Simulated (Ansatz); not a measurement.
# Si₂GeH (doublet): the correlation ladder at a displaced geometry (v2), cc-pVDZ

The task here is to estimate one member of a computed series from the others.

Method: cc-pVDZ, core rule «outside noble gas», up to 24 orbitals frozen; program: Ansatz 0.2.0, Gaussian basis.

The runs, in order: UHF; CCSD(T) on ROHF; CCSD(T) on UHF; BCCD(T) on ROHF; CISD; CCSDT(Q) on ROHF; CCSDT(Q) on UHF; CASSCF and MRCISD+Q, 9 electrons in 9 orbitals; CASSCF and NEVPT2, 9 electrons in 9 orbitals.

17 further runs of the same task are left out: 9 that didn't finish, 8 set aside as unsound or not needed.

### What is computed

The geometry is a PBE0/def2-TZVP stationary point (not a proven minimum) with its atoms shifted at random (size 0.100 Å). No spin-orbit coupling is included. The filled d shell of Ge may be among the frozen orbitals whatever the setting's name suggests; the logs give the count.

4 atoms, charge 0, spin multiplicity 2.

Atoms are counted from 1 here; the program's logs count them from 0.

Bond lengths: Si1–Ge2 2.271 Å, Ge2–Si3 2.267 Å, Ge2–H4 1.764 Å. Angles: Si1–Ge2–Si3 100.0°, Si1–Ge2–H4 56.6°, Si3–Ge2–H4 59.4°.

The first run:

The input, in.yaml:

```yaml
crystal:
  periodic: [false, false, false]
  atoms:
    - {symbol: Si, position_ang: [0.085393, 0.827147, 1.731618]}
    - {symbol: Ge, position_ang: [-0.046320, -0.640734, 0.004200]}
    - {symbol: Si, position_ang: [-0.002861, 0.803098, -1.742991]}
    - {symbol: H, position_ang: [1.038476, 0.750691, 0.014234]}
basis:
  gaussian: {orbitals: cc-pVDZ}
magnetization: {spin_polarized: true, initial_magnetization: 1}
hamiltonian: {xc: hf}
output: {orbitals: {seedname: orbitals}}
```

Launch:

```bash
ansatz run in.yaml --threads 1 --pin off --events-out ev --progress --plain --max-ram 2393MiB
```

Among the steps run: UHF; CCSD(T) on ROHF; CCSD(T) on UHF; BCCD(T) on ROHF; CISD; CCSDT(Q) on ROHF; CCSDT(Q) on UHF; CASSCF and MRCISD+Q, 9 electrons in 9 orbitals; CASSCF and NEVPT2, 9 electrons in 9 orbitals.

One table of the session follows, with a row left open; its other results are not shown here.

```
         method  from RCCSDT(Q) (meV)
           ROHF               +8696.2
            UHF               +8232.6
           RMP2               +1629.6
           UMP2               +2116.9
           CISD               +1843.0
          RCCSD                +655.8
          UCCSD                +650.4
       RCCSD(T)                +112.6
       UCCSD(T)                +154.9
        BCCD(T)                +113.8
         RCCSDT                     ?
         UCCSDT                 +59.9
      RCCSDT(Q)                     0
      UCCSDT(Q)                 -18.1
CASSCF frontier               +6523.5
NEVPT2 frontier               +1502.7
```

**Question.** Estimate the row for RCCSDT.

As computed: from RCCSDT(Q) (meV): +65.0. In the column «from RCCSDT(Q) (meV)» it lies between UCCSDT (+59.9) and RCCSD(T) (+112.6).

Among the levels timed on like hardware and quicker than the yardstick, those that no quicker one beats, quickest first: CISD (13 s, +1843.0 meV); NEVPT2 frontier (34 s, +1502.7 meV); RCCSD(T) (49 s, +112.6 meV).

Not comparable, so not listed: CASSCF and MRCISD+Q, 9 electrons in 9 orbitals (they don't share determinant, frozen orbitals or solution with the rows shown, or repeat one).

Limits of these values: Warnings: spin contamination; coupled cluster took another determinant than the lowest; large T1 diagnostic. Restricted and unrestricted rows rest on different reference determinants; where their highest levels disagree by more than a few hundredths of an eV, they describe different states and don't form one ladder. Warnings in the runs' records: passed over end.
